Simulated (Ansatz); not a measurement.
**64-atom supercell of diamond Sn**

Aim: the perfect cell at several levels of theory (PBEsol and r²SCAN), as the reference that defects and stacks are counted from.

Program: Ansatz 0.2.0, PAW, plane waves. These are calculated values, not measurements.

1 further run of the same task is left out (for a known fault of the program).

### Step 1. The system as built

64 atoms (64 Sn); a = 13.079 Å, b = 13.079 Å, c = 13.079 Å, α = 90.00°, β = 90.00°, γ = 90.00°.

Plan of the steps: (2) PBEsol cell relaxation at the single k point (½, ½, ½), on 1 × data-centre GPU with 8 threads; (3) r²SCAN single point at the Γ point alone, on 1 × data-centre GPU with 8 threads.

### Step 2. PBEsol relaxation of the cell and the positions

Input file in.yaml:

```yaml
crystal:
  lattice:
    - [13.079005, 0.000000, 0.000000]
    - [0.000000, 13.079005, 0.000000]
    - [0.000000, 0.000000, 13.079005]
  atoms:
    - { symbol: Sn, position: [0.000000, 0.000000, 0.000000] }
    - { symbol: Sn, position: [0.000000, 0.000000, 0.500000] }
    - { symbol: Sn, position: [0.000000, 0.500000, 0.000000] }
    - { symbol: Sn, position: [0.000000, 0.500000, 0.500000] }
    - { symbol: Sn, position: [0.500000, 0.000000, 0.000000] }
    - { symbol: Sn, position: [0.500000, 0.000000, 0.500000] }
    - { symbol: Sn, position: [0.500000, 0.500000, 0.000000] }
    - { symbol: Sn, position: [0.500000, 0.500000, 0.500000] }
    - { symbol: Sn, position: [0.125000, 0.125000, 0.125000] }
    - { symbol: Sn, position: [0.125000, 0.125000, 0.625000] }
    - { symbol: Sn, position: [0.125000, 0.625000, 0.125000] }
    - { symbol: Sn, position: [0.125000, 0.625000, 0.625000] }
    - { symbol: Sn, position: [0.625000, 0.125000, 0.125000] }
    - { symbol: Sn, position: [0.625000, 0.125000, 0.625000] }
    - { symbol: Sn, position: [0.625000, 0.625000, 0.125000] }
    - { symbol: Sn, position: [0.625000, 0.625000, 0.625000] }
    - { symbol: Sn, position: [0.250000, 0.250000, 0.000000] }
    - { symbol: Sn, position: [0.250000, 0.250000, 0.500000] }
    - { symbol: Sn, position: [0.250000, 0.750000, 0.000000] }
    - { symbol: Sn, position: [0.250000, 0.750000, 0.500000] }
    - { symbol: Sn, position: [0.750000, 0.250000, 0.000000] }
    - { symbol: Sn, position: [0.750000, 0.250000, 0.500000] }
    - { symbol: Sn, position: [0.750000, 0.750000, 0.000000] }
    - { symbol: Sn, position: [0.750000, 0.750000, 0.500000] }
    - { symbol: Sn, position: [0.375000, 0.375000, 0.125000] }
    - { symbol: Sn, position: [0.375000, 0.375000, 0.625000] }
    - { symbol: Sn, position: [0.375000, 0.875000, 0.125000] }
    - { symbol: Sn, position: [0.375000, 0.875000, 0.625000] }
    - { symbol: Sn, position: [0.875000, 0.375000, 0.125000] }
    - { symbol: Sn, position: [0.875000, 0.375000, 0.625000] }
    - { symbol: Sn, position: [0.875000, 0.875000, 0.125000] }
    - { symbol: Sn, position: [0.875000, 0.875000, 0.625000] }
    - { symbol: Sn, position: [0.250000, 0.000000, 0.250000] }
    - { symbol: Sn, position: [0.250000, 0.000000, 0.750000] }
    - { symbol: Sn, position: [0.250000, 0.500000, 0.250000] }
    - { symbol: Sn, position: [0.250000, 0.500000, 0.750000] }
    - { symbol: Sn, position: [0.750000, 0.000000, 0.250000] }
    - { symbol: Sn, position: [0.750000, 0.000000, 0.750000] }
    - { symbol: Sn, position: [0.750000, 0.500000, 0.250000] }
    - { symbol: Sn, position: [0.750000, 0.500000, 0.750000] }
    - { symbol: Sn, position: [0.375000, 0.125000, 0.375000] }
    - { symbol: Sn, position: [0.375000, 0.125000, 0.875000] }
    - { symbol: Sn, position: [0.375000, 0.625000, 0.375000] }
    - { symbol: Sn, position: [0.375000, 0.625000, 0.875000] }
    - { symbol: Sn, position: [0.875000, 0.125000, 0.375000] }
    - { symbol: Sn, position: [0.875000, 0.125000, 0.875000] }
    - { symbol: Sn, position: [0.875000, 0.625000, 0.375000] }
    - { symbol: Sn, position: [0.875000, 0.625000, 0.875000] }
    - { symbol: Sn, position: [0.000000, 0.250000, 0.250000] }
    - { symbol: Sn, position: [0.000000, 0.250000, 0.750000] }
    - { symbol: Sn, position: [0.000000, 0.750000, 0.250000] }
    - { symbol: Sn, position: [0.000000, 0.750000, 0.750000] }
    - { symbol: Sn, position: [0.500000, 0.250000, 0.250000] }
    - { symbol: Sn, position: [0.500000, 0.250000, 0.750000] }
    - { symbol: Sn, position: [0.500000, 0.750000, 0.250000] }
    - { symbol: Sn, position: [0.500000, 0.750000, 0.750000] }
    - { symbol: Sn, position: [0.125000, 0.375000, 0.375000] }
    - { symbol: Sn, position: [0.125000, 0.375000, 0.875000] }
    - { symbol: Sn, position: [0.125000, 0.875000, 0.375000] }
    - { symbol: Sn, position: [0.125000, 0.875000, 0.875000] }
    - { symbol: Sn, position: [0.625000, 0.375000, 0.375000] }
    - { symbol: Sn, position: [0.625000, 0.375000, 0.875000] }
    - { symbol: Sn, position: [0.625000, 0.875000, 0.375000] }
    - { symbol: Sn, position: [0.625000, 0.875000, 0.875000] }
kpoints:
  mp_grid: { grid: [1, 1, 1], shift: [0.5, 0.5, 0.5] }
hamiltonian:
  xc: pbesol
scf:
  occupations: { method: fermi_dirac, width: 0.01 }
relax:
  f_tol: 0.03
  max_steps: 80
  escape_saddle: false
  adjacent_minimum: "off"
  cell: { fix: [shape] }
output:
  forces: true
  eigenvalues: true
  populations: true
```

Further steps of the session: r²SCAN on the final geometry.

Before running it: what results should come out? Wanted: for each run, top filled to lowest empty; energy; pressure.

The runs gave:

| level | time | top filled to lowest empty (eV) | energy (eV/atom) | pressure (GPa) |
| --- | --- | --- | --- | --- |
| PBEsol, relaxation | 5.8 s (GPU) | 0.90 | -5949.6516 | 0.03 |
| r²SCAN | 9.6 s (GPU) | none | -6038.5379 | - |

```
     quantity                                                                         value
   relaxation                                              2 recorded steps, 0.00 eV gained
largest shift                                                                        0.00 Å
 relaxed cell  a = 13.079 Å, b = 13.079 Å, c = 13.079 Å, α = 90.00°, β = 90.00°, γ = 90.00°
```

**In words.** The atoms kept their fractional positions, and energy and volume hardly changed. No spin–orbit coupling is included; with elements this heavy it would shift the edges. With one k point the spacing samples only the states that fold onto it, so it can exceed the gap over the zone.
